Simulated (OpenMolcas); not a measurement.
# Ru⁴⁺ among point charges: CASSCF and CASPT2 levels and susceptibility

Aim: the splitting of the states of Ru⁴⁺ in the field of 5 point charges, its lowest levels with spin-orbit coupling and its magnetic susceptibility.

Program: OpenMolcas 26.06. Level of theory: state-averaged CASSCF and CASPT2, spin-orbit coupling by RASSI with atomic mean-field integrals. These are calculated values, not measurements, unless marked.

## (1) The atom as given

| Property | Result |
| --- | --- |
| Species | Ru⁴⁺ (ruthenium, Z = 44, 40 electrons) |
| Basis | ANO-RCC-VDZP [6s5p3d1f], 43 functions |
| Scalar Hamiltonian | DKH2, point nucleus |
| Inactive shells | 1s 2s 2p 3s 3p 3d 4s 4p |
| Active space | 4 electrons in 5 orbitals (4d) |
| Some configurations of this space | 4d4 |
| Orbitals | optimised for each spin and parity, averaged over all roots |

Outer shells as boxes (Hund's rule):

4d4
```
4d [↑ ][↑ ][↑ ][↑ ][  ]
```

The ion sits among 5 point charges of -1 e arranged as a trigonal bipyramid (D3h), 2.19 Å from the ion, with the axial distance 1.927 Å.

The work runs as a chain of OpenMolcas steps in one folder; each step below is one input file. Labels, J, g values, rates, χT and fits are worked out afterwards by a script from the matrices that RASSI stores.

## (2) Basis and integrals

a.inp reads:

```
&GATEWAY
Coord
1

Ru 0.0 0.0 0.0
Basis=ANO-RCC-VDZP
Group=NoSym
NoMove
AngMom=0.0 0.0 0.0
AMFI
XField
5 Angstrom 0
2.190000 0.000000 0.000000 -1.000000
-1.095000 1.896596 0.000000 -1.000000
-1.095000 -1.896596 0.000000 -1.000000
0.000000 0.000000 1.927200 -1.000000
0.000000 0.000000 -1.927200 -1.000000
&SEWARD
```

Started as:

```sh
$ OMP_NUM_THREADS=1 MOLCAS_MEM=1689 MOLCAS_PROJECT=a pymolcas a.inp > a.log
```

The log of the run:

```text
Basis set label: RU.ANO-RCC...6S5P3D1F.

      Electronic valence basis set:
      ------------------
      Associated Effective Charge  44.000000 au
      Associated Actual Charge     44.000000 au
      Nuclear Model: Point charge

      Shell  nPrim  nBasis  Cartesian Spherical Contaminant
         s      21       6        X
         p      18       5        X
         d      13       3                 X
         f       6       1                 X
                  Relativistic Douglas-Kroll-Hess integrals:
                    - DKH order of Hamiltonian: 2
                    - DKH order of Properties : 0
                  Atomic mean-field integrals
```

## (3) CASSCF: quintets, 5 roots

a.inp reads:

```
&RASSCF
FileOrb=start.orb
Symmetry=1
Spin=5
nActEl=4 0 0
Inactive=18
Ras2=5
CIRoot=5 5 1
SDav=5
CIMx=300
Iter=120 100
PrWF=0.3
OrbListing=Nothing
MaxOrb=0
>>> COPY $Project.JobIph JOB001
```

start.orb holds the contracted functions of the basis, ordered by shell, or the orbitals of the step before.

The log of the run (excerpt; [...] marks lines left out):

```text
[...]
      Number of active orbitals                  5
[...]
      Spin quantum number                      2.0
[...]
      Active orbitals                            5
[...]
      Number of CSFs                             5
      Number of root(s) required                 5
[...]
      Convergence after  7 iterations
[...]
      Natural orbitals and occupation numbers for root  1
      sym 1:   1.000000   0.000000   1.000000   1.000000   1.000000
      Natural orbitals and occupation numbers for root  2
      sym 1:   1.000000   1.000000   1.000000   0.000000   1.000000
      Natural orbitals and occupation numbers for root  3
      sym 1:   1.000000   0.000000   1.000000   1.000000   1.000000
::    RASSCF root number  1 Total energy:  -4529.04154724
::    RASSCF root number  2 Total energy:  -4529.02103812
::    RASSCF root number  3 Total energy:  -4529.02103811
::    RASSCF root number  4 Total energy:  -4529.01113050
::    RASSCF root number  5 Total energy:  -4529.01113050
```

## (4) Reference wave functions, triplets, 45 roots

a.inp reads:

```
&RASSCF
FileOrb=start.orb
Symmetry=1
Spin=3
nActEl=4 0 0
Inactive=18
Ras2=5
CIRoot=45 45 1
SDav=45
CIMx=300
Iter=120 100
PrWF=0.3
OrbListing=Nothing
MaxOrb=0
>>> COPY $Project.JobIph JOB002
```

Started as:

```sh
$ OMP_NUM_THREADS=1 MOLCAS_MEM=1689 MOLCAS_PROJECT=a pymolcas a.inp > a.log
```

The log of the run (excerpt; [...] marks lines left out):

```text
[...]
      Number of active orbitals                  5
[...]
      Spin quantum number                      1.0
[...]
      Active orbitals                            5
[...]
      Number of CSFs                            45
      Number of root(s) required                45
[...]
      Convergence after  7 iterations
[...]
      Natural orbitals and occupation numbers for root  1
      sym 1:   0.964113   0.999978   0.964114   1.000022   0.071773
      Natural orbitals and occupation numbers for root  2
      sym 1:   0.964114   1.000022   0.964114   0.999978   0.071773
      Natural orbitals and occupation numbers for root  3
      sym 1:   0.843803   1.120269   0.843803   1.120269   0.071857
::    RASSCF root number  1 Total energy:  -4528.94802190
::    RASSCF root number  2 Total energy:  -4528.94802190
::    RASSCF root number  3 Total energy:  -4528.94631838
[...]
::    RASSCF root number 27 Total energy:  -4528.90706898
::    RASSCF root number 28 Total energy:  -4528.90241042
::    RASSCF root number 29 Total energy:  -4528.89839066
::    RASSCF root number 30 Total energy:  -4528.89837989
```

## (5) CASSCF: singlets, 50 roots

a.inp reads:

```
&RASSCF
FileOrb=start.orb
Symmetry=1
Spin=1
nActEl=4 0 0
Inactive=18
Ras2=5
CIRoot=50 50 1
SDav=50
CIMx=300
Iter=120 100
PrWF=0.3
OrbListing=Nothing
MaxOrb=0
>>> COPY $Project.JobIph JOB003
```

Started as:

```sh
$ OMP_NUM_THREADS=1 MOLCAS_MEM=1689 MOLCAS_PROJECT=a pymolcas a.inp > a.log
```

The log of the run (excerpt; [...] marks lines left out):

```text
[...]
      Number of active orbitals                  5
[...]
      Spin quantum number                      0.0
[...]
      Active orbitals                            5
[...]
      Number of CSFs                            50
      Number of root(s) required                50
[...]
      Convergence after  7 iterations
[...]
      Natural orbitals and occupation numbers for root  1
      sym 1:   0.999999   1.000001   0.999999   1.000001   0.000000
      Natural orbitals and occupation numbers for root  2
      sym 1:   1.000000   1.000000   1.000000   1.000000   0.000000
      Natural orbitals and occupation numbers for root  3
      sym 1:   0.792579   1.168460   0.792579   1.168460   0.077922
::    RASSCF root number  1 Total energy:  -4528.90997204
::    RASSCF root number  2 Total energy:  -4528.90997200
::    RASSCF root number  3 Total energy:  -4528.90011026
[...]
::    RASSCF root number 27 Total energy:  -4528.84534818
::    RASSCF root number 28 Total energy:  -4528.84420596
::    RASSCF root number 29 Total energy:  -4528.84209743
::    RASSCF root number 30 Total energy:  -4528.84209743
```

## (6) RASSI: spin-orbit coupling between the states

a.inp reads:

```
&RASSI
NrOfJobIphs=3 5 45 50
1 2 3 4 5
1 2 3 4 5 6 7 8 9 10 11 12 13 14 15 16 17 18 19 20 21 22 23 24 25 26 27
28 29 30 31 32 33 34 35 36 37 38 39 40 41 42 43 44 45
1 2 3 4 5 6 7 8 9 10 11 12 13 14 15 16 17 18 19 20 21 22 23 24 25 26 27
28 29 30 31 32 33 34 35 36 37 38 39 40 41 42 43 44 45 46 47 48 49 50
IphNames
JOB001
JOB002
JOB003
EJob
SpinOrbit
DIPRint=1.0
SOCoupling=1000.0
Subsets=2
Property=9
'ANGMOM' 1 'ANGMOM' 2 'ANGMOM' 3 'MLTPL  1' 1 'MLTPL  1' 2 'MLTPL  1' 3
'AMFI' 1 'AMFI' 2 'AMFI' 3
SOProperty=3
'ANGMOM' 1 'ANGMOM' 2 'ANGMOM' 3
```

Started as:

```sh
$ OMP_NUM_THREADS=1 MOLCAS_MEM=1689 MOLCAS_PROJECT=a pymolcas a.inp > a.log
```

The log of the run (excerpt; [...] marks lines left out):

```text
SPIN-FREE ENERGIES:
  (Shifted by EMIN (a.u.) =      -4529.0415472440)
 SF State       Relative EMIN(au)   Rel lowest level(eV)    D:o, cm**(-1)      L_eff
     1             0.0000000000        0.0000000000              0.0000         2.0
     2             0.0205091290        0.5580818316           4501.2335         2.0
     3             0.0205091299        0.5580818565           4501.2337         2.0
     4             0.0304167437        0.8276817621           6675.7036         2.0
     5             0.0304167469        0.8276818474           6675.7043         2.0
     6             0.0935253443        2.5449542676          20526.4405         4.8
     7             0.0935253443        2.5449542676          20526.4405         4.8
     8             0.0952288624        2.5913093554          20900.3195         4.7
     9             0.0952481359        2.5918338160          20904.5495         4.7
    10             0.1027110358        2.7949096661          22542.4667         4.4
[...]
Eigenvalues of complex Hamiltonian:
   -----------------------------------
  (Shifted by EMIN (a.u.) =      -4529.0415472440)
 SO State       Relative EMIN(au)   Rel lowest level(eV)    D:o, cm**(-1)     J-value
     1            -0.0037779106        0.0000000000              0.0000         2.1
     2            -0.0031863053        0.0160983984            129.8423         2.1
     3            -0.0031863052        0.0160984024            129.8424         2.1
     4            -0.0015632184        0.0602648445            486.0688         2.1
     5            -0.0015632184        0.0602648446            486.0688         2.1
     6             0.0161125795        0.5412478073           4365.4580         1.9
     7             0.0168977556        0.5626135386           4537.7842         2.3
     8             0.0168977558        0.5626135434           4537.7843         2.3
     9             0.0174446669        0.5774957513           4657.8174         2.6
    10             0.0185943687        0.6087807313           4910.1477         2.7
    11             0.0185943689        0.6087807379           4910.1478         2.7
[...]
```

These steps: 27 s of run time, 1 thread, shared host.

States without spin-orbit coupling:

```
  state  degeneracy  E (cm-1)  free-ion L (%)
    5A1           1         0         D (100)
     5E           2      4501         D (100)
     5E           2      6676         D (100)
     3E           2     20526          H (84)
    3A2           1     20900          H (83)
    3A1           1     20905          H (83)
     3E           2     22542          H (67)
    3A2           1     23211          P (57)
     3E           2     23865         H (100)
     3E           2     24127          H (44)
    3A2           1     24836          H (83)
     3E           2     25264          H (41)
    3A1           1     25646          G (88)
     3E           2     26010          F (62)
     3E           2     26295          F (93)
    3A1           1     26788          F (61)
    3A2           1     26788          F (61)
     3E           2     28363          G (45)
singlet           2     28877         I (100)
     3E           2     29437          G (84)
     3E           2     29515          G (88)
    3A2           1     30537          F (45)
    1A1           1     31042          I (65)
    3A2           1     31419          G (57)
```

With spin-orbit coupling:

| E (cm-1) | Degeneracy | Label | 2S+1 | g |
| --- | --- | --- | --- | --- |
| 0.0 | 1 | A1 | 5 |  |
| 129.8 | 2 | E | 5 | 0.00 0.00 3.98 |
| 486.1 | 2 | E | 5 | 0.00 0.00 7.94 |
| 4365 | 1 | A2 | 5 |  |
| 4538 | 2 | E | 5 | 0.00 0.00 5.25 |
| 4658 | 1 | A1 | 5 |  |
| 4910 | 2 | E | 5 | 0.00 0.00 2.38 |
| 5218 | 2 | E | 5 | 0.00 0.00 5.80 |
| 5568 | 2 |  | 5 | 0.00 0.00 9.86 |
| 6192 | 1 | A2 | 5 |  |
| 6250 | 1 | A1 | 5 |  |
| 6979 | 2 | E | 5 | 0.00 0.00 0.39 |
| 7573 | 2 | E | 5 | 0.00 0.00 4.24 |
| 8071 | 1 | A1 | 5 |  |
| 8071 | 1 | A2 | 5 |  |
| 8503 | 2 | E | 5 | 0.00 0.00 11.97 |
| 20290 | 1 | A2 | 3 |  |
| 20290 | 1 | A1 | 3 |  |
| 20488 | 2 | E | 3 | 0.00 0.00 8.02 |
| 20878 | 2 | E | 3 | 0.00 0.00 2.43 |
| 20961 | 1 | A1 | 3 |  |
| 21089 | 2 | E | 3 | 0.00 0.00 11.87 |
| 21445 | 1 | A1 | 3 |  |
| 21449 | 1 | A2 | 3 |  |

The table of states holds 24 of 66 computed; the rest, higher up, is left out. Labels of spin-orbit levels are those of the rotation subgroup (D3 for D3h). Principal g values are given for doublets only; a zero marks a field direction without first-order Zeeman splitting.

Powder χT (cm³ K/mol): 0.04 at 2 K, 0.10 at 5 K, 0.19 at 10 K, 0.39 at 20 K, 0.93 at 50 K, 1.43 at 100 K, 1.64 at 150 K, 1.76 at 200 K, 1.84 at 250 K, 1.90 at 300 K.

[end of part 1 of 2]
